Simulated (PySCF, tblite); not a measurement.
# C₅H₁₄NPSi₂: geometry, infrared bands and NMR shifts

Aim: predict the infrared bands and NMR shifts of C₅H₁₄NPSi₂ (`C=CCN1C[SiH2][Si@@H](P)C1`).

The runs use tblite 0.8.0 and PySCF 2.14.0, with density-fitted response routines of our own; the level of theory stands in each step. All values are computed, except where a source is named. Atoms are numbered from 0 throughout.

## Step 1: The starting structure

23 atoms, charge 0, multiplicity 1; geometry from: force field or distance geometry start.

Bonds of the start (Å): C0–C1 1.36, C1–C2 1.50, C2–N3 1.47, N3–C4 1.50, C4–Si5 1.89, Si5–Si6 2.30, Si6–P7 2.21, Si6–C8 1.89, C8–N3 1.48, C0–H9 1.08, C0–H10 1.08, C1–H11 1.08, C2–H12 1.09, C2–H13 1.09, C4–H14 1.10, C4–H15 1.09, Si5–H16 1.49, Si5–H17 1.49, Si6–H18 1.49, P7–H19 1.42, P7–H20 1.41, C8–H21 1.09, C8–H22 1.09.

## Step 2: Relaxing the molecule with GFN2-xTB

Job settings and geometry (Å):

```
{"job": {"kind": "relax", "xc": "GFN2-xTB", "basis": "xTB"}, "charge": 0, "multiplicity": 1}
C      3.638200     0.719300    -0.505400
C      2.353500     0.917100    -0.892000
C      1.389500    -0.191200    -1.171900
N      0.151700    -0.040500    -0.384600
C      0.401900    -0.334100     1.066500
Si    -1.236300    -0.169100     1.998800
Si    -2.462800    -0.696800     0.127300
P     -3.673800     0.998000    -0.613300
C     -0.903600    -0.935900    -0.914600
H      4.277700     1.567300    -0.307600
H      4.041600    -0.274200    -0.378200
H      1.983600     1.925300    -0.998100
H      1.126700    -0.102100    -2.231100
H      1.837000    -1.178100    -1.034700
H      1.110200     0.390200     1.490500
H      0.802300    -1.342900     1.207200
H     -1.339600    -1.163900     3.105600
H     -1.490800     1.215600     2.476900
H     -3.270400    -1.943100     0.256800
H     -4.327600     1.312300     0.602400
H     -2.691500     2.001500    -0.486300
H     -0.595400    -1.980900    -0.884900
H     -1.126900    -0.666900    -1.944100
```

Command:

```sh
> OMP_NUM_THREADS=1 python probes_run.py task.json out
```

The driver reads the jobs from task.json and runs them one after another.

**Question.** This job is followed by: GFN2-xTB harmonic vibrations, gas phase; GIAO PBE0/pcSseg-1 NMR shielding, non-relativistic, gas phase. Predict these results of the whole session: strongest single infrared mode (GFN2-xTB); zero-point energy (GFN2-xTB); ¹³C shifts against TMS (PBE0/pcSseg-1); ¹H shifts against TMS (PBE0/pcSseg-1, means over atoms taken as alike); ¹⁵N shifts against NH3 (PBE0/pcSseg-1); ²⁹Si shifts against TMS (PBE0/pcSseg-1); ³¹P shifts against H3PO4 (PBE0/pcSseg-1).

The runs gave:

| quantity | value |
| --- | --- |
| strongest single infrared mode (GFN2-xTB) | 2202 cm⁻¹, 399 km/mol |
| zero-point energy (GFN2-xTB) | 107.9 kcal/mol |
| ¹³C shifts against TMS (PBE0/pcSseg-1) | 149.3, 123.5, 70.8, 50.1, 42.8 ppm |
| ¹H shifts against TMS (PBE0/pcSseg-1, means over atoms taken as alike) | 6.23, 5.57, 5.43, 4.41, 3.98, 3.79, 3.71, 3.18, 2.62, 2.46, 1.96, 1.16, 1.09 ppm |
| ¹⁵N shifts against NH3 (PBE0/pcSseg-1) | 60.9 ppm |
| ²⁹Si shifts against TMS (PBE0/pcSseg-1) | -46.0, -66.7 ppm |
| ³¹P shifts against H3PO4 (PBE0/pcSseg-1) | -298.1 ppm |

**Reading.** The optimisation took 99 steps and gained 0.336 eV; among the close pairs (by a distance rule), N3–C4 changed most, from 1.501 to 1.456 Å. All 63 modes are real, so the xTB geometry is a minimum. The strongest single mode, at 2202 cm⁻¹, moves mainly H17. Unscaled tight-binding wavenumbers are off by several per cent, some by more. Its intensities can rank the bands wrongly. The most deshielded carbon is C1 (alkene CH), at 149.3 ppm: the olefinic region. The most deshielded hydrogen is H11 (hydrogen on an alkene CH), at 6.23 ppm: olefinic region. At PBE0/pcSseg-1: The largest span, 233 ppm, is at C1, where the paramagnetic term is -218 ppm.
